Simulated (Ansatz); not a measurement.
**CH2OSSi (SMILES O=C1[SiH2]S1): one structure at several levels**

An exercise on one series of results from a longer session: the logs are not shown, and one member is left open.

The runs use Ansatz 0.2.0, Gaussian basis; single points in def2-TZVPP.

Cores are frozen in the correlated methods.

## The starting structure

SMILES `O=C1[SiH2]S1`, 6 atoms, charge 0, spin multiplicity 1.

Atoms are counted from 1 here; the program's logs count them from 0.

Bond lengths: O1–C2 1.175 Å, C2–Si3 1.862 Å, C2–S4 1.850 Å, Si3–S4 2.188 Å, Si3–H5 1.527 Å, Si3–H6 1.535 Å. Angles: O1–C2–Si3 157.1°, O1–C2–S4 130.4°, Si3–C2–S4 72.2°, C2–Si3–S4 53.6°, C2–Si3–H5 117.3°, C2–Si3–H6 120.1°, S4–Si3–H5 114.9°, S4–Si3–H6 110.6°, H5–Si3–H6 120.5°, C2–S4–Si3 54.1°.

Coordinates:

```xyz
6
charge 0, multiplicity 1
O    -0.6537   -2.0761    0.5264
C    -0.4150   -0.9913    0.1444
Si    0.5022    0.6256    0.0335
S    -1.4074    0.1497   -0.9220
H     1.6971    0.6894   -0.9151
H     0.3126    1.6939    1.1188
```

Set-up of the first run:

Contents of run/in.yaml:

```yaml
crystal:
  periodic: [false, false, false]
  atoms:
    - {symbol: O, position_ang: [-0.653718, -2.076138, 0.526375]}
    - {symbol: C, position_ang: [-0.414980, -0.991275, 0.144409]}
    - {symbol: Si, position_ang: [0.502169, 0.625592, 0.033490]}
    - {symbol: S, position_ang: [-1.407414, 0.149652, -0.921956]}
    - {symbol: H, position_ang: [1.697070, 0.689362, -0.915078]}
    - {symbol: H, position_ang: [0.312621, 1.693911, 1.118769]}
basis:
  gaussian: {orbitals: def2-TZVPP}
hamiltonian: {xc: pbe, dispersion: d4}
output: {forces: true}
```

Started as:

```console
$ ansatz run in.yaml --threads 2 --pin off --events-out ev --progress --plain --max-ram 3481MiB
```

Steps of the session up to this table: PBE-D4/def2-TZVPP; r2SCAN-D4/def2-TZVPP; PBE0-D4/def2-TZVPP; wB97M-V/def2-TZVPP; CCSD(T)/def2-TZVPP.

One of the session's tables, all rows but one given; the rest of the session is left out.

```
   method  RMS force component (eV/Å)  angle to CCSD(T) forces (°)  dipole (D)
   PBE-D4                       0.653                         13.3        2.90
r2SCAN-D4                       0.532                         11.7        3.09
  PBE0-D4                       0.496                         29.4        3.23
  wB97M-V                           ?                            ?           ?
  CCSD(T)                       0.651                    reference        3.16
```

Estimate the missing values for wB97M-V.

**Answer.** RMS force component (eV/Å): 0.547; angle to CCSD(T) forces (°): 25.8; dipole (D): 3.33. In the column «RMS force component (eV/Å)» it lies between r2SCAN-D4 (0.532) and CCSD(T) (0.651).
